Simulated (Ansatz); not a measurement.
Run this with Ansatz's Python interface and show what comes out.

The script reads `c2h5clgesi.xyz`:
```text
10

Si    2.46870    0.05130    0.20360
C     0.66430   -0.00390    0.01480
C    -0.53350   -0.04040   -0.11020
Ge   -2.41570   -0.09720   -0.30510
Cl   -3.34610    0.70770    1.47640
H     2.86480    1.36450    0.73330
H     2.89530   -1.00330    1.13520
H     3.10400   -0.16270   -1.10510
H    -2.86910   -1.56540   -0.50800
H    -2.83250    0.74940   -1.53480
```

Script `methods_c2h5clgesi.py`:
```python
"""One geometry of C2H5ClGeSi, method by method."""

from pathlib import Path

import ansatz as az
import numpy as np

mol = az.Crystal.molecule_from_extxyz("c2h5clgesi.xyz")

model = mol.calculation().basis(gaussian="def2-SVP")

print("functional    E (Ha)        dipole (D)   HOMO (eV)  LUMO (eV)")
for name in ["blyp", "revpbe", "hse06", "hf"]:
    report = model.functional(name).forces().orbitals().run(threads=1, runs_dir="runs").report
    lines = Path(report["orbitals_path"]).read_text().splitlines()
    field_of = lambda key: [line.split("=")[1].strip() for line in lines if line.startswith(key)]
    orbitals = [(27.211386 * float(e), s, float(n)) for e, s, n in zip(field_of("Ene="), field_of("Spin="), field_of("Occup="))]
    homo = max(e for e, _, n in orbitals if n > 0.5)
    lumo = min(e for e, _, n in orbitals if n < 0.5)
    dipole = 4.803205 * np.linalg.norm(report["charge_distribution"]["dipole_moment_e_ang"])
    print(f"{name:10s} {report['free_energy_ev'] / 27.211386246:14.6f} {dipole:9.3f} {homo:11.3f} {lumo:10.3f}")
```

```console
$ python methods_c2h5clgesi.py
functional    E (Ha)        dipole (D)   HOMO (eV)  LUMO (eV)
blyp         -2905.336541     1.436      -6.874     -1.739
revpbe       -2905.003830     1.539      -7.063     -1.877
hse06        -2904.680978     1.670      -7.961     -1.485
hf           -2901.882231     1.847     -11.143      2.422
```

Reading the output:
- Total energies depend on the basis set; only differences at equal settings carry meaning.
- The geometry is a force-field or estimated start, not a minimum of this method, and the basis set is short of its limit. A lower total doesn't mark the better method: functionals have no common bound, and MP2 and coupled cluster aren't variational.
- Levels such as HOMO and LUMO are orbital energies: with these approximate functionals they aren't the ionisation energy and electron affinity, and their gap isn't the fundamental gap.
- hse06 follows the composition of plane-wave codes, whose totals differ by tens of mHa, up to about 0.1 Ha, from the form usual in Gaussian-basis programs (wpbeh).
- Wall time of the script: 20 s on 1 thread of Arm Neoverse V1 (shared host), peak memory 0.37 GiB.
